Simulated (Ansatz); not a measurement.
# W17AuS36 (Tungstenite): the cost of one run

Method: DFT, PBE, plane-wave PAW, default files, scalar-relativistic, as far as a step names no other, in Ansatz 0.2.0.

The COD entry's cell or inner coordinates are ideal or old and differ from later refinements, so a difference from it is no clean test against experiment.

**1. The system as given**

It takes space group P-6m2 (No. 187, hexagonal). Conventional cell: a = 9.540 Å, b = 9.540 Å, c = 12.500 Å, α = 90.00°, β = 90.00°, γ = 120.00°. Au (site symmetry -6m2) has 6 S at 2.41 Å in its first shell of neighbours. Around W (site symmetry m) lie 6 S at 2.41 Å. W (site symmetry -6m2) has 6 S at 2.41 Å in its first shell of neighbours. W (site symmetry mm2) has 6 S at 2.41 Å in its first shell of neighbours. S (site symmetry 3m) is surrounded by 3 W at 2.41 Å. Only part of the 14 independent sites is listed.

Structure file:

```
CELL_PARAMETERS angstrom
9.54000 0.00000 0.00000
-4.77000 8.26188 0.00000
0.00000 0.00000 12.50000
ATOMIC_POSITIONS crystal
Au 0.11111 0.22222 0.25000
W 0.11111 0.55556 0.25000
W 0.11111 0.88889 0.25000
W 0.44444 0.22222 0.25000
W 0.44444 0.55556 0.25000
W 0.44444 0.88889 0.25000
W 0.77778 0.22222 0.25000
W 0.77778 0.55556 0.25000
W 0.77778 0.88889 0.25000
W 0.22222 0.11111 0.75000
W 0.22222 0.44444 0.75000
W 0.22222 0.77778 0.75000
W 0.55556 0.11111 0.75000
W 0.55556 0.44444 0.75000
W 0.55556 0.77778 0.75000
W 0.88889 0.11111 0.75000
W 0.88889 0.44444 0.75000
W 0.88889 0.77778 0.75000
S 0.11111 0.22222 0.62500
S 0.11111 0.55556 0.62500
S 0.11111 0.88889 0.62500
S 0.44444 0.22222 0.62500
S 0.44444 0.55556 0.62500
S 0.44444 0.88889 0.62500
S 0.77778 0.22222 0.62500
S 0.77778 0.55556 0.62500
S 0.77778 0.88889 0.62500
S 0.22222 0.11111 0.12500
S 0.22222 0.44444 0.12500
S 0.22222 0.77778 0.12500
S 0.55556 0.11111 0.12500
S 0.55556 0.44444 0.12500
S 0.55556 0.77778 0.12500
S 0.88889 0.11111 0.12500
S 0.88889 0.44444 0.12500
S 0.88889 0.77778 0.12500
S 0.11111 0.22222 0.87500
S 0.11111 0.55556 0.87500
S 0.11111 0.88889 0.87500
S 0.44444 0.22222 0.87500
S 0.44444 0.55556 0.87500
S 0.44444 0.88889 0.87500
S 0.77778 0.22222 0.87500
S 0.77778 0.55556 0.87500
S 0.77778 0.88889 0.87500
S 0.22222 0.11111 0.37500
S 0.22222 0.44444 0.37500
S 0.22222 0.77778 0.37500
S 0.55556 0.11111 0.37500
S 0.55556 0.44444 0.37500
S 0.55556 0.77778 0.37500
S 0.88889 0.11111 0.37500
S 0.88889 0.44444 0.37500
S 0.88889 0.77778 0.37500
```

Atom 1 of the input is the impurity.

**2. Single point at the given positions**

File input.yaml:

```yaml
crystal:
  lattice:
    - [9.54, 0.0, 0.0]
    - [-4.77, 8.261882352, 0.0]
    - [0.0, 0.0, 12.5]
  atoms:
    - { symbol: Au, position: [0.1111111111, 0.2222222222, 0.25] }
    - { symbol: W, position: [0.1111111111, 0.5555555556, 0.25] }
    - { symbol: W, position: [0.1111111111, 0.8888888889, 0.25] }
    - { symbol: W, position: [0.4444444444, 0.2222222222, 0.25] }
    - { symbol: W, position: [0.4444444444, 0.5555555556, 0.25] }
    - { symbol: W, position: [0.4444444444, 0.8888888889, 0.25] }
    - { symbol: W, position: [0.7777777778, 0.2222222222, 0.25] }
    - { symbol: W, position: [0.7777777778, 0.5555555556, 0.25] }
    - { symbol: W, position: [0.7777777778, 0.8888888889, 0.25] }
    - { symbol: W, position: [0.2222222222, 0.1111111111, 0.75] }
    - { symbol: W, position: [0.2222222222, 0.4444444444, 0.75] }
    - { symbol: W, position: [0.2222222222, 0.7777777778, 0.75] }
    - { symbol: W, position: [0.5555555556, 0.1111111111, 0.75] }
    - { symbol: W, position: [0.5555555556, 0.4444444444, 0.75] }
    - { symbol: W, position: [0.5555555556, 0.7777777778, 0.75] }
    - { symbol: W, position: [0.8888888889, 0.1111111111, 0.75] }
    - { symbol: W, position: [0.8888888889, 0.4444444444, 0.75] }
    - { symbol: W, position: [0.8888888889, 0.7777777778, 0.75] }
    - { symbol: S, position: [0.1111111111, 0.2222222222, 0.625] }
    - { symbol: S, position: [0.1111111111, 0.5555555556, 0.625] }
    - { symbol: S, position: [0.1111111111, 0.8888888889, 0.625] }
    - { symbol: S, position: [0.4444444444, 0.2222222222, 0.625] }
    - { symbol: S, position: [0.4444444444, 0.5555555556, 0.625] }
    - { symbol: S, position: [0.4444444444, 0.8888888889, 0.625] }
    - { symbol: S, position: [0.7777777778, 0.2222222222, 0.625] }
    - { symbol: S, position: [0.7777777778, 0.5555555556, 0.625] }
    - { symbol: S, position: [0.7777777778, 0.8888888889, 0.625] }
    - { symbol: S, position: [0.2222222222, 0.1111111111, 0.125] }
    - { symbol: S, position: [0.2222222222, 0.4444444444, 0.125] }
    - { symbol: S, position: [0.2222222222, 0.7777777778, 0.125] }
    - { symbol: S, position: [0.5555555556, 0.1111111111, 0.125] }
    - { symbol: S, position: [0.5555555556, 0.4444444444, 0.125] }
    - { symbol: S, position: [0.5555555556, 0.7777777778, 0.125] }
    - { symbol: S, position: [0.8888888889, 0.1111111111, 0.125] }
    - { symbol: S, position: [0.8888888889, 0.4444444444, 0.125] }
    - { symbol: S, position: [0.8888888889, 0.7777777778, 0.125] }
    - { symbol: S, position: [0.1111111111, 0.2222222222, 0.875] }
    - { symbol: S, position: [0.1111111111, 0.5555555556, 0.875] }
    - { symbol: S, position: [0.1111111111, 0.8888888889, 0.875] }
    - { symbol: S, position: [0.4444444444, 0.2222222222, 0.875] }
    - { symbol: S, position: [0.4444444444, 0.5555555556, 0.875] }
    - { symbol: S, position: [0.4444444444, 0.8888888889, 0.875] }
    - { symbol: S, position: [0.7777777778, 0.2222222222, 0.875] }
    - { symbol: S, position: [0.7777777778, 0.5555555556, 0.875] }
    - { symbol: S, position: [0.7777777778, 0.8888888889, 0.875] }
    - { symbol: S, position: [0.2222222222, 0.1111111111, 0.375] }
    - { symbol: S, position: [0.2222222222, 0.4444444444, 0.375] }
    - { symbol: S, position: [0.2222222222, 0.7777777778, 0.375] }
    - { symbol: S, position: [0.5555555556, 0.1111111111, 0.375] }
    - { symbol: S, position: [0.5555555556, 0.4444444444, 0.375] }
    - { symbol: S, position: [0.5555555556, 0.7777777778, 0.375] }
    - { symbol: S, position: [0.8888888889, 0.1111111111, 0.375] }
    - { symbol: S, position: [0.8888888889, 0.4444444444, 0.375] }
    - { symbol: S, position: [0.8888888889, 0.7777777778, 0.375] }
total_charge: -1
kpoints:
  mp_grid: { grid: [3, 3, 2] }
scf:
  occupations: { method: fermi_dirac, width: 0.01 }
hamiltonian:
  xc: pbe
  pseudopotentials: { kind: paw }
output:
  forces: true
  stress: true
  populations: true
  efg:
    quadrupole_moments_barn: { Au: 0.547, S: -0.0694 }
    contact_densities: true
```

Started as:

```bash
$ ansatz run input.yaml --threads 4 --pin off --max-ram 8192MiB --backend cpu --events-out ev --progress --plain --runs-dir out
```

**Question.** How long does this run take on 4 threads of Arm Neoverse V2, shared host, and how much memory does it need?

About 2 min, with a peak of 5.4 GiB.
